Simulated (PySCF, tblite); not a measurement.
# C₁₆H₁₀O: electronic excitations, NMR shifts

What do calculations give for the electronic excitations, NMR shifts of C₁₆H₁₀O (`Oc1ccc2c3c(cccc13)-c1ccccc1-2`)?

Computed with tblite 0.8.0 and PySCF 2.14.0 and routines of our own; the level stands in each step. Atoms count from 0.

## 1. The system as given

27 atoms, charge 0, multiplicity 1; geometry from: force field, distance geometry or constructed start.

## 2. Optimising the geometry with GFN2-xTB

The job: settings as JSON, then the geometry in Å.

```
{"job": {"kind": "relax", "xc": "GFN2-xTB", "basis": "xTB"}, "charge": 0, "multiplicity": 1}
O     -4.211100    -0.868400    -0.068000
C     -2.852100    -0.915800    -0.035300
C     -2.182300    -2.163900     0.051300
C     -0.783300    -2.227000     0.084100
C     -0.061500    -1.052900     0.054000
C     -0.742100     0.157000    -0.029600
C      0.162200     1.215400    -0.059300
C     -0.313400     2.511700    -0.131100
C     -1.705400     2.704900    -0.178900
C     -2.608300     1.616600    -0.146300
C     -2.126300     0.290500    -0.071700
C      1.503500     0.652400     0.006600
C      2.749600     1.251500     0.014400
C      3.876300     0.417200     0.077200
C      3.734400    -0.977400     0.145900
C      2.472600    -1.584600     0.149100
C      1.367400    -0.759200     0.074100
H     -4.563600    -1.776000    -0.031500
H     -2.755500    -3.086000     0.084100
H     -0.279700    -3.191400     0.153600
H      0.356000     3.361300    -0.155600
H     -2.104600     3.720000    -0.239200
H     -3.674000     1.802400    -0.178100
H      2.860900     2.323500    -0.042600
H      4.869900     0.859700     0.084800
H      4.622000    -1.604800     0.202100
H      2.376600    -2.661100     0.193100
```

Run with:

```console
$ OMP_NUM_THREADS=1 python large_run.py task.json out
```

One launch serves the whole session: the jobs run in the order shown.

What it wrote:

```text
step      E/eV     max force
  0   -1181.73750    1.622
  1   -1181.83644    0.486
  2   -1181.85293    0.257
  3   -1181.86269    0.230
  4   -1181.86847    0.219
  5   -1181.87241    0.114
  6   -1181.87442    0.086
  7   -1181.87617    0.080
  8   -1181.87791    0.100
  9   -1181.87944    0.084
 10   -1181.88060    0.078
 11   -1181.88146    0.058
 12   -1181.88204    0.041
 13   -1181.88240    0.039
 14   -1181.88263    0.039
 15   -1181.88284    0.036
 16   -1181.88305    0.034
 17   -1181.88321    0.028
 18   -1181.88330    0.025
 19   -1181.88336    0.021
 20   -1181.88343    0.016
```

It took 0.71 s on 1 thread of Intel Xeon Platinum 8259CL at 2.50GHz, shared host; peak memory 0.18 GiB.

Step by step:

```tsv
step	energy from step 0 (eV)	largest force (eV/Å)
0	0.0000	1.6214
1	-0.0989	0.4861
2	-0.1154	0.2577
3	-0.1252	0.2303
4	-0.1310	0.2187
5	-0.1349	0.1141
6	-0.1369	0.0865
7	-0.1387	0.0808
8	-0.1404	0.0999
9	-0.1419	0.0844
10	-0.1431	0.0783
11	-0.1440	0.0579
12	-0.1445	0.0408
13	-0.1449	0.0387
14	-0.1451	0.0381
15	-0.1453	0.0359
16	-0.1455	0.0337
17	-0.1457	0.0287
18	-0.1458	0.0247
19	-0.1459	0.0206
20	-0.1459	0.0163
```

Distances of close pairs at the start and the end, largest changes first:

```tsv
bond	before (Å)	after (Å)	change (Å)
C8–C9	1.414	1.374	-0.040
C1–C2	1.419	1.381	-0.038
C4–C5	1.391	1.413	+0.022
C5–C6	1.392	1.414	+0.022
C13–C14	1.403	1.386	-0.018
C1–C10	1.408	1.423	+0.015
C12–C13	1.403	1.389	-0.014
C8–H21	1.092	1.081	-0.012
```

The final coordinates are the input of the step that follows.

## 3. Infrared spectrum with GFN2-xTB

The job: settings as JSON, then the geometry in Å.

```
{"job": {"kind": "ir", "xc": "GFN2-xTB", "basis": "xTB"}, "charge": 0, "multiplicity": 1}
O     -4.207887    -0.846157    -0.068479
C     -2.853194    -0.921173    -0.029265
C     -2.189816    -2.129728     0.048368
C     -0.789937    -2.234077     0.090327
C     -0.041856    -1.085033     0.052746
C     -0.724437     0.149708    -0.026625
C      0.178193     1.237734    -0.057219
C     -0.334632     2.508498    -0.132682
C     -1.731889     2.670402    -0.176457
C     -2.606236     1.610390    -0.146901
C     -2.110639     0.292127    -0.069630
C      1.513992     0.652259     0.006554
C      2.768089     1.231384     0.010849
C      3.885370     0.409146     0.081179
C      3.752600    -0.968584     0.146785
C      2.498857    -1.565357     0.143548
C      1.378753    -0.759982     0.073562
H     -4.584929    -1.734048    -0.034724
H     -2.776302    -3.040108     0.078205
H     -0.335886    -3.211976     0.151446
H      0.304931     3.378963    -0.159181
H     -2.127521     3.674282    -0.235373
H     -3.672552     1.770812    -0.182304
H      2.882091     2.304405    -0.039409
H      4.872024     0.849053     0.085626
H      4.636769    -1.586916     0.201347
H      2.404107    -2.640170     0.195006
```

What it wrote:

```text
mode    cm-1     km/mol
  1      76.3      0.31
  2     109.5      0.06
  3     144.3      3.96
  4     173.5      0.89
  5     191.6      0.45
  6     264.2      0.43
  7     277.9      5.67
  8     334.6      0.54
  9     355.9      4.03
 10     398.2      1.07
 11     413.5     27.99
 12     441.0      1.19
 13     447.0     19.19
 14     471.9    108.13
 15     530.2      2.05
 16     539.3      2.69
 17     542.6      4.16
 18     554.6      1.03
 19     564.7      0.06
 20     597.1      0.23
 21     637.1     10.04
 22     669.5      0.16
 23     707.4      3.15
 24     712.6      0.22
 25     723.9      0.07
 26     778.4     29.27
 27     779.5      4.93
 28     798.3      5.82
 29     824.4     25.19
 30     854.3      8.12
 31     876.3      0.17
 32     891.7      0.12
 33     895.0      0.01
 34     906.8      0.35
 35     922.4      0.07
 36     924.1      0.14
 37     924.6      1.43
 38    1030.4     69.77
 39    1070.2     22.07
 40    1074.5      3.75
 41    1103.2      9.56
 42    1122.2     59.21
 43    1154.9     56.40
 44    1176.2     14.61
 45    1181.6      0.69
 46    1186.5      3.22
 47    1204.8     14.50
 48    1225.8      7.15
 49    1266.5     98.55
 50    1268.9     18.40
 51    1276.6     69.40
 52    1333.6     17.39
 53    1365.3      0.75
 54    1376.7     75.03
 55    1395.8     30.18
 56    1423.3      4.09
 57    1432.5      8.63
 58    1447.4    216.32
 59    1475.6      4.91
 60    1496.8    126.45
 61    1579.9      0.41
 62    1593.2     36.97
 63    1599.2      5.59
 64    1610.9      9.34
 65    1619.1      6.99
 66    3047.5     57.00
 67    3071.5      1.67
 68    3072.8     17.04
 69    3076.1      4.31
 70    3081.9      0.98
 71    3083.6    104.54
 72    3085.4     62.40
 73    3091.1     92.49
 74    3103.0     28.48
 75    3509.4     31.04
```

Wall time 5.2 s (1 thread of Intel Xeon Platinum 8259CL at 2.50GHz, shared host); peak memory 0.18 GiB.

Which atoms move in the most intense modes:

```tsv
cm⁻¹	km/mol	atoms
472	108.1	H17 54 %
1030	69.8	C11 14 %, C15 12 %
1266	98.5	H21 12 %, C1 12 %
1377	75.0	C1 19 %, C8 13 %, C4 13 %
1447	216.3	C1 17 %, C8 13 %, C5 12 %
1497	126.5	C2 18 %, C1 15 %, C10 15 %, C8 14 %
3084	104.5	H20 33 %, H21 25 %, H23 13 %
3091	92.5	H24 33 %, H25 32 %, H26 13 %, H23 13 %
```

## 4. Electronic excitations: TDA PBE0/def2-SVP

The job, as its differences from that of step 3:

```diff
@@ -1,2 +1,2 @@
-{"job": {"kind": "ir", "xc": "GFN2-xTB", "basis": "xTB"}, "charge": 0, "multiplicity": 1}
+{"job": {"kind": "uv", "basis": "def2-SVP", "grid": 1, "kgrid": 0, "vcut": 1.5, "nstates": 6, "ntriplets": 2, "tda": true, "delta": ["ip_vertical"], "pop": true, "xc": "PBE0"}, "charge": 0, "multiplicity": 1}
 O     -4.207887    -0.846157    -0.068479
```

Method: TDA PBE0/def2-SVP, vertical, gas phase, core orbitals frozen in the response, virtual orbitals cut by energy.

What it wrote:

```text
start: PBE on a coarse grid of 23418 points
cycle   1  E = -689.3004586034  dE =  2.921e+00  |g| = 8.367e-01  |ddm| = 8.105e+00
cycle   2  E = -689.0829619179  dE =  2.175e-01  |g| = 1.311e+00  |ddm| = 2.924e+00
cycle   3  E = -689.4565647328  dE = -3.736e-01  |g| = 2.885e-01  |ddm| = 1.966e+00
cycle   4  E = -689.4754339399  dE = -1.887e-02  |g| = 1.080e-01  |ddm| = 4.631e-01
cycle   5  E = -689.4777065567  dE = -2.273e-03  |g| = 6.474e-02  |ddm| = 2.114e-01
cycle   6  E = -689.4788610064  dE = -1.154e-03  |g| = 1.598e-02  |ddm| = 1.098e-01
cycle   7  E = -689.4789136889  dE = -5.268e-05  |g| = 8.205e-03  |ddm| = 2.854e-02
final grid: 103438 points
cycle   8  E = -689.6833562430  dE = -7.527e-03  |g| = 5.354e-02  |ddm| = 1.587e+00
cycle   9  E = -689.6827077339  dE =  6.485e-04  |g| = 7.594e-02  |ddm| = 1.722e-01
cycle  10  E = -689.6840554586  dE = -1.348e-03  |g| = 1.607e-02  |ddm| = 1.089e-01
cycle  11  E = -689.6841168759  dE = -6.142e-05  |g| = 4.543e-03  |ddm| = 2.363e-02
cycle  12  E = -689.6841250704  dE = -8.194e-06  |g| = 1.891e-03  |ddm| = 7.405e-03
cycle  13  E = -689.6841235001  dE =  1.570e-06  |g| = 5.497e-04  |ddm| = 3.423e-03
cycle  14  E = -689.6841246368  dE = -1.137e-06  |g| = 2.636e-04  |ddm| = 1.133e-03
cycle  15  E = -689.6841246735  dE = -3.669e-08  |g| = 4.261e-05  |ddm| = 4.467e-04
converged SCF energy = -689.6841246735
Vertical ionisation energy (delta-SCF) = 7.3514 eV   <S^2> = 0.766

Static polarisability (au): isotropic 179.669, principal 67.893 203.836 267.279

Singlet excitations
state   eV       nm        f      main configurations
  1   3.4810    356.2   0.06594   H->L 0.62, H-1->L 0.32
  2   3.8482    322.2   0.16997   H-1->L 0.57, H->L 0.25
  3   4.3526    284.9   0.01998   H-2->L 0.41, H->L+1 0.39
  4   4.7915    258.8   0.23394   H-1->L+1 0.38, H-3->L 0.33, H->L+1 0.11
  5   5.0253    246.7   0.05568   H->L+2 0.58, H->L+1 0.20
  6   5.1175    242.3   0.06430   H-3->L 0.44, H-1->L+2 0.21, H-1->L+1 0.17

Triplet excitations (Tamm-Dancoff, eV): 2.5066 2.8515
```

Run time: 1.8 min. Hardware: 1 thread of Intel Xeon Platinum 8259CL at 2.50GHz, shared host; peak memory 0.58 GiB.

Frontier orbitals and where they lie:

```tsv
orbital	eV	atoms
HOMO−4	-8.40	C14 15 %, C9 13 %, C6 13 %
HOMO−3	-7.56	C12 22 %, C15 20 %, C16 13 %
HOMO−2	-7.26	C10 20 %, C7 19 %, C8 16 %
HOMO−1	-6.30	C14 17 %, C11 14 %, C9 13 %
HOMO	-5.90	C4 17 %, C1 13 %, C2 11 %
LUMO	-1.76	C9 14 %, C1 12 %, C7 11 %
LUMO+1	-0.58	C3 14 %, C10 12 %, C15 12 %
LUMO+2	-0.02	C5 21 %, C15 13 %, C12 13 %
LUMO+3	0.80	C14 18 %, C13 16 %, C11 13 %
```

With each of the 6 states as a Gaussian band of 0.4 eV half-width at 1/e, the curve within the window shown has maxima at 327 nm (ε 8,300), 255 nm (ε 13,000) L/(mol cm). Beyond the last state computed it falls off for lack of states. The curve at chosen wavelengths:

| nm | ε (L/mol/cm) |
| --- | --- |
| 229 | 3164 |
| 237 | 6889 |
| 245 | 10791 |
| 253 | 12897 |
| 261 | 12276 |
| 269 | 9748 |
| 277 | 6994 |
| 285 | 5277 |
| 293 | 4956 |
| 301 | 5696 |
| 309 | 6862 |
| 317 | 7855 |
| 325 | 8320 |
| 334 | 8119 |
| 342 | 7436 |
| 350 | 6476 |
| 358 | 5415 |
| 366 | 4375 |
| 374 | 3429 |
| 382 | 2614 |
| 390 | 1940 |
| 398 | 1405 |
| 406 | 993 |
| 414 | 686 |
| 422 | 465 |
| 430 | 309 |

Further results of this job:

```tsv
property	computed
dipole moment (D)	1.72
polarisability (Å³)	26.62
HOMO–LUMO gap (eV)	4.14
−ε(HOMO) (eV)	5.90
```

## 5. NMR shifts: GIAO KT3/pcSseg-1

The job, as its differences from that of step 4:

```diff
@@ -1,2 +1,2 @@
-{"job": {"kind": "uv", "basis": "def2-SVP", "grid": 1, "kgrid": 0, "vcut": 1.5, "nstates": 6, "ntriplets": 2, "tda": true, "delta": ["ip_vertical"], "pop": true, "xc": "PBE0"}, "charge": 0, "multiplicity": 1}
+{"job": {"kind": "nmr", "xc": "KT3", "basis": "pcSseg-1", "pop": false}, "charge": 0, "multiplicity": 1}
 O     -4.207887    -0.846157    -0.068479
```

Level: GIAO KT3/pcSseg-1 NMR shielding, non-relativistic, gas phase.

What it wrote:

```text
start: PBE on a coarse grid of 23418 points
cycle   1  E = -689.7054930165  dE =  3.070e+00  |g| = 8.795e-01  |ddm| = 6.610e+00
cycle   2  E = -689.4733149243  dE =  2.322e-01  |g| = 1.368e+00  |ddm| = 3.282e+00
cycle   3  E = -689.8689280676  dE = -3.956e-01  |g| = 3.018e-01  |ddm| = 2.261e+00
cycle   4  E = -689.8889480816  dE = -2.002e-02  |g| = 1.132e-01  |ddm| = 4.352e-01
cycle   5  E = -689.8915424670  dE = -2.594e-03  |g| = 6.320e-02  |ddm| = 1.853e-01
cycle   6  E = -689.8926082289  dE = -1.066e-03  |g| = 1.523e-02  |ddm| = 1.042e-01
cycle   7  E = -689.8926503955  dE = -4.217e-05  |g| = 8.515e-03  |ddm| = 2.496e-02
final grid: 219927 points
cycle   8  E = -702.1318522916  dE = -3.726e-02  |g| = 1.216e-01  |ddm| = 1.451e+00
cycle   9  E = -702.1185295955  dE =  1.332e-02  |g| = 2.758e-01  |ddm| = 4.743e-01
cycle  10  E = -702.1341455651  dE = -1.562e-02  |g| = 3.902e-02  |ddm| = 3.738e-01
cycle  11  E = -702.1345870695  dE = -4.415e-04  |g| = 1.290e-02  |ddm| = 6.132e-02
cycle  12  E = -702.1346246025  dE = -3.753e-05  |g| = 5.250e-03  |ddm| = 2.065e-02
cycle  13  E = -702.1346318963  dE = -7.294e-06  |g| = 1.691e-03  |ddm| = 7.489e-03
cycle  14  E = -702.1346328546  dE = -9.583e-07  |g| = 6.473e-04  |ddm| = 3.296e-03
cycle  15  E = -702.1346321401  dE =  7.145e-07  |g| = 2.138e-04  |ddm| = 1.096e-03
cycle  16  E = -702.1346334880  dE = -1.348e-06  |g| = 6.589e-05  |ddm| = 4.912e-04
converged SCF energy = -702.1346334880

GIAO shielding tensors (ppm)
atom      isotropic    diamagn.    paramagn.     s11        s22        s33       span
  0 O      199.054     381.103    -182.050    142.101    223.271    231.789     89.689
  1 C       35.190     259.495    -224.305    -33.540     25.620    113.491    147.031
  2 C       80.549     262.226    -181.677      9.098     84.669    147.881    138.784
  3 C       70.226     250.024    -179.799    -12.333     52.911    170.100    182.434
  4 C       61.187     247.872    -186.685    -11.358     42.614    152.305    163.664
  5 C       58.065     253.087    -195.022      0.552      8.860    164.783    164.231
  6 C       55.064     247.731    -192.668    -22.556     33.447    154.299    176.855
  7 C       70.330     246.726    -176.396    -13.998     50.726    174.262    188.260
  8 C       65.004     254.051    -189.047    -30.255     55.164    170.104    200.359
  9 C       69.059     242.811    -173.753    -21.059     50.070    178.165    199.224
 10 C       71.421     246.168    -174.747      4.233     30.132    179.899    175.666
 11 C       52.855     252.215    -199.360    -21.524     35.372    144.717    166.241
 12 C       69.505     243.640    -174.134    -19.831     56.726    171.621    191.451
 13 C       65.390     251.835    -186.445    -30.827     56.968    170.029    200.856
 14 C       63.761     251.900    -188.139    -33.347     54.788    169.842    203.189
 15 C       70.705     244.375    -173.669    -18.033     58.531    171.618    189.651
 16 C       52.795     252.239    -199.443    -23.045     33.552    147.879    170.924
 17 H       26.959      29.113      -2.155     19.232     26.098     35.546     16.314
 18 H       25.214      31.839      -6.625     20.578     26.599     28.465      7.887
 19 H       24.093      35.549     -11.455     18.776     25.725     27.779      9.004
 20 H       23.809      34.712     -10.903     18.439     25.242     27.745      9.306
 21 H       24.159      28.562      -4.403     19.489     25.917     27.070      7.581
 22 H       23.640      31.317      -7.677     18.100     24.648     28.173     10.072
 23 H       23.950      34.352     -10.402     19.016     24.703     28.130      9.114
 24 H       24.589      28.240      -3.651     20.943     25.813     27.010      6.067
 25 H       24.537      28.434      -3.896     20.946     25.636     27.030      6.084
 26 H       24.065      34.776     -10.711     19.139     24.738     28.320      9.181
```

Wall time 82 s (1 thread of Intel Xeon Platinum 8259CL at 2.50GHz, shared host); peak memory 0.62 GiB.

Shifts follow as δ = σ(reference) − σ, with reference shieldings (ppm) from runs at the same level and on the same kind of geometry: 1H TMS 31.76, 13C TMS 184.7, 17O H2O 330.8. The references are single molecules in the gas phase, so shifts against H2O, NH3, PH3, H3PO4 or CFCl3 are not on the usual liquid scales and can be off by tens of ppm.

```tsv
atoms	environment	σ (ppm)	δ (ppm)
C1	aromatic carbon bearing oxygen	35.2	149.5
C16	substituted aromatic carbon	52.8	131.9
C11	substituted aromatic carbon	52.9	131.9
C6	substituted aromatic carbon	55.1	129.7
C5	ring-fusion aromatic carbon	58.1	126.7
C4	substituted aromatic carbon	61.2	123.5
C14	aromatic CH	63.8	121.0
C8	aromatic CH	65.0	119.7
C13	aromatic CH	65.4	119.3
C9	aromatic CH	69.1	115.7
C12	aromatic CH	69.5	115.2
C3	aromatic CH	70.2	114.5
C7	aromatic CH	70.3	114.4
C15	aromatic CH	70.7	114.0
C10	ring-fusion aromatic carbon	71.4	113.3
C2	aromatic CH	80.5	104.2
H22	hydrogen on an aromatic CH	23.64	8.12
H20	hydrogen on an aromatic CH	23.81	7.95
H23	hydrogen on an aromatic CH	23.95	7.81
H26	hydrogen on an aromatic CH	24.07	7.69
H19	hydrogen on an aromatic CH	24.09	7.67
H21	hydrogen on an aromatic CH	24.16	7.60
H25	hydrogen on an aromatic CH	24.54	7.22
H24	hydrogen on an aromatic CH	24.59	7.17
H18	hydrogen on an aromatic CH	25.21	6.55
H17	hydrogen on a phenol-type oxygen	26.96	4.80
O0	phenol-type oxygen	199.1	131.7
```

Ring of atoms C1, C2, C3, C4, C5, C10: NICS(0) -6.9, NICS(1) -8.6, NICS(1)zz -18.3 ppm (means of both faces).

Ring of atoms C4, C5, C6, C11, C16: NICS(0) 3.5, NICS(1) -1.3, NICS(1)zz 5.5 ppm (means of both faces).

Ring of atoms C5, C6, C7, C8, C9, C10: NICS(0) -7.7, NICS(1) -10.1, NICS(1)zz -23.7 ppm (means of both faces).

## 6. Results

| quantity | value |
| --- | --- |
| strongest single infrared mode (GFN2-xTB) | 1447 cm⁻¹, 216 km/mol |
| zero-point energy (GFN2-xTB) | 128.0 kcal/mol |
| lowest singlet (PBE0/def2-SVP) | 3.48 eV (356 nm), f = 0.066 |
| brightest single state of those computed | state 4, 4.79 eV, f = 0.234 |
| lowest triplet | 2.51 eV |
| 13C shifts against TMS (KT3/pcSseg-1) | 149.5, 131.9, 131.9, 129.7, 126.7, 123.5, 121.0, 119.7, 119.3, 115.7, 115.2, 114.5, 114.4, 114.0 ppm and more |
| 1H shifts against TMS (KT3/pcSseg-1) | 8.12, 7.95, 7.81, 7.69, 7.67, 7.60, 7.22, 7.17, 6.55, 4.80 ppm |
| 17O shifts against H2O (KT3/pcSseg-1) | 131.7 ppm |

All 75 modes are real, so the xTB geometry is a minimum. The strongest single mode, at 1447 cm⁻¹, has its largest shares on C1, C8 and C5 (the list is cut at 3 atoms). Unscaled tight-binding wavenumbers are off by several per cent, some by more. Its intensities can rank the bands wrongly. The lowest singlet, at 3.48 eV, is HOMO→LUMO 0.62, HOMO−1→LUMO 0.32 and is bright; of the 6 states computed, the strongest absorption comes from state 4 at 4.79 eV. The lowest triplet lies 0.97 eV below the lowest singlet. NICS(1)zz of -18 ppm above the planar ring from C1 marks a diatropic (aromatic) ring current. NICS(1)zz of -24 ppm above the planar ring from C5 marks a diatropic (aromatic) ring current.
